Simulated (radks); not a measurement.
# Pd with its nuclear charge varied continuously

An exercise on one series of results from a longer session: the logs are not shown, and one member is left open.

Program: radks (a radial shooting solver on a logarithmic mesh, Libxc functionals) version 1. Level of theory: Dirac Kohn-Sham, BLYP, spin-unpolarised, spherical densities, finite nucleus. These are calculated values, not measurements, unless marked.

## The system

```
element            : palladium (Z = 46)
charge             : 0
electrons          : 46
configuration      : [Kr] 4d10
nuclear rms radius : 4.5318 fm
```

Outer shells as boxes (Hund's rule):

Pd
```
[Kr] core
4d [↑↓][↑↓][↑↓][↑↓][↑↓]
```

Set-up of the first run:

Input:

```text
Z 46
configuration [Kr] 4d10
relativity Dirac
functional b88,lyp
spin unpolarised
j_filling energy
nucleus finite rms 4.5318 fm
c 137.035999084
```

Steps of the session up to this table: Z = 46.

One of the session's tables, all rows but one given; the rest of the session is left out.

It belongs to the step «Z = 46». Radial moments (bohr):

| level | <r> | outermost maximum (interpolated) | 90 % within | nodes |
| --- | --- | --- | --- | --- |
| 3p3/2 | 0.3821 | 0.338 | 0.576 | 1 |
| 3d3/2 | 0.3557 | 0.281 | 0.564 | 0 |
| 3d5/2 | 0.3592 | 0.283 | 0.569 | 0 |
| 4s1/2 | 0.9460 | 0.851 | 1.38 | 3 |
| 4p1/2 | 1.022 | 0.893 | 1.52 | 2 |
| 4p3/2 | ? | ? | ? | ? |
| 4d3/2 | 1.575 | 1.09 | 2.64 | 1 |
| 4d5/2 | 1.614 | 1.10 | 2.72 | 1 |

**Question.** Estimate the row for 4p3/2.

As computed: <r>: 1.054; outermost maximum (interpolated): 0.918; 90 % within: 1.57; nodes: 2. In the column «<r>» it lies between 4p1/2 (1.022) and 4d3/2 (1.575).
